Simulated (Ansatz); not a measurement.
# C2H9NOSi: a ladder of functionals and wavefunction methods

Aim: compute C2H9NOSi with functionals from several rungs and with coupled cluster. The yardstick is the atomisation energy at the CCSD(T) limit.

Program: Ansatz 0.2.0, Gaussian basis. Level of theory: functionals in def2-TZVPP, the program's frozen cores in correlated methods. These are calculated values, not measurements.

Levels to be run: LDA (SPW92), PBE-D4, revPBE-D4, BLYP-D4, r2SCAN-D4, B97M-V, PBE0-D4, B3LYP-D4, r2SCANh-D4, r2SCAN0-D4, HSE06-D4, BHLYP-D4, CAM-B3LYP-D4, LC-ωPBE, ωB97X-V, ωB97M-V, B2PLYP, PBE-QIDH; CCSD(T)/def2-SVP; CCSD(T)/def2-TZVPP; MP2/def2-QZVPP; extrapolation to the limit; RPA on PBE.

## Step 1: The relaxed structure

All runs share one geometry, relaxed beforehand with PBE0-D4 in a triple-zeta def2 set.

SMILES `CC(N)O[SiH3]`, 14 atoms, charge 0, spin multiplicity 1.

Atoms are counted from 1 here; the program's logs count them from 0.

Bond lengths: C1–C2 1.513 Å, C1–H6 1.093 Å, C1–H7 1.090 Å, C1–H8 1.091 Å, C2–N3 1.423 Å, C2–O4 1.436 Å, C2–H9 1.099 Å, N3–H10 1.013 Å, N3–H11 1.012 Å, O4–Si5 1.641 Å, Si5–H12 1.491 Å, Si5–H13 1.482 Å, Si5–H14 1.490 Å. Angles: C2–C1–H6 109.8°, C2–C1–H7 110.2°, C2–C1–H8 111.0°, H6–C1–H7 108.9°, H6–C1–H8 108.0°, H7–C1–H8 108.9°, C1–C2–N3 110.6°, C1–C2–O4 109.7°, C1–C2–H9 110.0°, N3–C2–O4 111.1°, N3–C2–H9 107.6°, O4–C2–H9 107.9°, C2–N3–H10 110.4°, C2–N3–H11 110.9°, H10–N3–H11 107.9°, C2–O4–Si5 124.5°, O4–Si5–H12 110.3°, O4–Si5–H13 106.8° and more.

Geometry (Å):

```mol
C2H9NOSi
  3D, bonds by distance, orders not assigned

 14 13  0  0  0  0  0  0  0  0999 V2000
   -1.1323    0.7173    0.8324 C   0  0
    0.2637    0.1744    0.6223 C   0  0
    1.2290    1.0329    1.2195 N   0  0
    0.5134    0.0149   -0.7830 O   0  0
    0.0610   -1.2937   -1.6640 Si  0  0
   -1.2222    1.6994    0.3603 H   0  0
   -1.3413    0.8176    1.8979 H   0  0
   -1.8789    0.0584    0.3859 H   0  0
    0.3588   -0.8120    1.0966 H   0  0
    1.1710    1.9621    0.8195 H   0  0
    2.1662    0.6850    1.0633 H   0  0
    0.4556   -2.5495   -0.9630 H   0  0
    0.7542   -1.1920   -2.9696 H   0  0
   -1.4111   -1.3441   -1.8896 H   0  0
  1  2  8  0
  2  3  8  0
  2  4  8  0
  4  5  8  0
  1  6  8  0
  1  7  8  0
  1  8  8  0
  2  9  8  0
  3 10  8  0
  3 11  8  0
  5 12  8  0
  5 13  8  0
  5 14  8  0
M  END
```

## Step 2: LDA

This LDA is Slater exchange with PW92 correlation.

in.yaml

```yaml
crystal:
  periodic: [false, false, false]
  atoms:
    - {symbol: C, position_ang: [-1.132325, 0.717333, 0.832391]}
    - {symbol: C, position_ang: [0.263731, 0.174426, 0.622257]}
    - {symbol: N, position_ang: [1.228984, 1.032933, 1.219527]}
    - {symbol: O, position_ang: [0.513419, 0.014854, -0.782977]}
    - {symbol: Si, position_ang: [0.060997, -1.293738, -1.664003]}
    - {symbol: H, position_ang: [-1.222181, 1.699408, 0.360333]}
    - {symbol: H, position_ang: [-1.341273, 0.817603, 1.897943]}
    - {symbol: H, position_ang: [-1.878947, 0.058391, 0.385895]}
    - {symbol: H, position_ang: [0.358823, -0.812041, 1.096614]}
    - {symbol: H, position_ang: [1.170974, 1.962122, 0.819503]}
    - {symbol: H, position_ang: [2.166212, 0.685041, 1.063303]}
    - {symbol: H, position_ang: [0.455589, -2.549506, -0.962976]}
    - {symbol: H, position_ang: [0.754192, -1.192046, -2.969563]}
    - {symbol: H, position_ang: [-1.411096, -1.344080, -1.889646]}
basis:
  gaussian: {orbitals: def2-TZVPP}
hamiltonian: {xc: lda}
output: {orbitals: {seedname: orbitals}}
```

The run is started by

```sh
> ansatz run in.yaml --threads 4 --pin off --events-out ev --progress --plain --max-ram 10444MiB
```

After this run come: PBE-D4 (GGA); revPBE-D4 (GGA); BLYP-D4 (GGA); r2SCAN-D4 (meta-GGA); B97M-V (meta-GGA); PBE0-D4 (hybrid); B3LYP-D4 (hybrid); r2SCANh-D4 (hybrid); r2SCAN0-D4 (hybrid); HSE06-D4 (hybrid); BHLYP-D4 (hybrid); CAM-B3LYP-D4 (range-separated); LC-ωPBE (range-separated); ωB97X-V (range-separated); ωB97M-V (range-separated); B2PLYP (double hybrid); PBE-QIDH (double hybrid); CCSD(T) in def2-SVP; CCSD(T) in def2-TZVPP; MP2 in def2-QZVPP; RPA on PBE orbitals.

Q: Predict the results of all the runs planned. Wanted: atomisation energy, CCSD(T)/CBS; farthest beyond LDA; mean size of error, GGA; mean size of error, meta-GGA; mean size of error, hybrid; mean size of error, range-separated; mean size of error, double hybrid; gap, smallest and largest; T1 diagnostic.

**Answer**, as computed:

| quantity | value |
| --- | --- |
| atomisation energy, CCSD(T)/CBS | 5095.6 kJ/mol |
| functionals within 25.5 kJ/mol (0.5 %) | BLYP-D4, r2SCAN-D4, B97M-V, PBE0-D4, B3LYP-D4, HSE06-D4, ωB97X-V, ωB97M-V |
| farthest beyond LDA | BHLYP-D4 (-132.8 kJ/mol) |
| mean size of error, GGA | 42.7 kJ/mol |
| mean size of error, meta-GGA | 9.9 kJ/mol |
| mean size of error, hybrid | 48.9 kJ/mol |
| mean size of error, range-separated | 22.7 kJ/mol |
| mean size of error, double hybrid | 57.9 kJ/mol |
| gap, smallest and largest | 5.43 eV (LDA (SPW92)), 12.90 eV (LC-ωPBE) |
| T1 diagnostic | 0.0109 |
| triples share of the correlation energy | 3.6 % |

The LDA atomisation energy is off by 699.3 kJ/mol (14 %): it overbinds. PBE-D4 misses by +59.3 kJ/mol. Double hybrids carry the basis error of their MP2 part in triple zeta, and no dispersion term here, so their miss is partly the set-up's. The rungs meta-GGA, range-separated miss on average by less than the doubt on the reference (25.5 kJ/mol), so they tie. The reference freezes the cores and leaves out relativity and excitations past (T), so misses under about 25.5 kJ/mol can't be ranked. Hartree-Fock recovers 72 % of the binding; the rest is correlation. CCSD(T) in def2-SVP is off by -294.2 kJ/mol, worse than the median functional, from the basis alone. The gap grows from 5.4 to 12.9 eV across the functionals, mostly with the share of exact exchange.
